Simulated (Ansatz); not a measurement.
# Nb3Sn (Pm-3n): equation of state

An exercise on one series of results from a longer session: the logs are not shown, and one member is left open.

Computed with Ansatz 0.2.0 (DFT PBE, scalar-relativistic, plane waves, PAW, unless a step's input says otherwise).

**Starting point**

Symmetry: Pm-3n, No. 223, cubic system. Conventional cell: a = 5.318 Å, b = 5.318 Å, c = 5.318 Å, α = 90.00°, β = 90.00°, γ = 90.00°. Around Nb (site symmetry -4m2) lie 2 Nb at 2.66 Å and 4 Sn at 2.97 Å. Sn (site symmetry m-3) has 12 Nb at 2.97 Å as nearest neighbours.

As a file:

```cif
data_structure
_symmetry_space_group_name_H-M 'Pm-3n'
_symmetry_Int_Tables_number 223
_cell_length_a 5.3183
_cell_length_b 5.3183
_cell_length_c 5.3183
_cell_angle_alpha 90.000
_cell_angle_beta 90.000
_cell_angle_gamma 90.000
_cell_volume 150.42
loop_
_atom_site_label
_atom_site_type_symbol
_atom_site_symmetry_multiplicity
_atom_site_Wyckoff_symbol
_atom_site_fract_x
_atom_site_fract_y
_atom_site_fract_z
_atom_site_occupancy
Nb1 Nb 6 c 0.25000 0.00000 0.50000 1
Sn1 Sn 2 a 0.00000 0.00000 0.00000 1
```

An earlier run at PBE left this cell at 18.803 Å³/atom and 0.00 GPa (6×6×6 mesh).

Volume factors to run: 0.980, 1.020, 0.960, 1.040.

Set-up of the first run:

input.yaml

```yaml
crystal:
  lattice:
    - [5.2825770273, 0.0, 0.0]
    - [0.0, 5.2825770273, 0.0]
    - [0.0, 0.0, 5.2825770273]
  atoms:
    - { symbol: Nb, position: [0.25, 0.0, 0.5] }
    - { symbol: Nb, position: [0.5, 0.75, 0.0] }
    - { symbol: Nb, position: [0.75, 0.0, 0.5] }
    - { symbol: Nb, position: [0.5, 0.25, 0.0] }
    - { symbol: Nb, position: [0.0, 0.5, 0.75] }
    - { symbol: Nb, position: [0.0, 0.5, 0.25] }
    - { symbol: Sn, position: [0.0, 0.0, 0.0] }
    - { symbol: Sn, position: [0.5, 0.5, 0.5] }
basis:
  ecutwfc: 420
  ecutrho_ratio: 4
kpoints:
  mp_grid: { grid: [6, 6, 6] }
hamiltonian:
  xc: pbe
scf:
  occupations: { method: gaussian, width: 0.05 }
output:
  forces: true
  stress: true
  eigenvalues: true
```

Run with:

```sh
$ ansatz run input.yaml --threads 4 --pin off --max-ram 10240MiB --backend cpu --events-out ev --progress --plain --runs-dir out
```

Among the steps run: Scaling the volume by 0.980; At 1.020 of the relaxed volume; Volume × 0.960; Volume × 1.040.

One of the session's tables, all rows but one given; the rest of the session is left out.

It belongs to the step «The fit». 

```
volume (Å³/atom)  energy (meV/atom)  pressure (GPa)
          18.051              16.39            7.21
          18.427                  ?               ?
          18.803               0.00            0.00
          19.179               3.69           -3.08
          19.555              14.25           -5.86
```

Estimate the missing values for volume (Å³/atom) = 18.427.

Worked estimate for «energy (meV/atom)». A straight line through the neighbours (18.051, 16.39) and (18.803, 0.00) gives 16.39 + (0.00 − 16.39) × (18.427 − 18.051) / (18.803 − 18.051) = 8.20; a parabola fitted to 3 rows on both sides gives 4.23.

As computed: energy (meV/atom): 3.96; pressure (GPa): 3.42. In «energy (meV/atom)» the line misses by +4.24 and the parabola by +0.27.
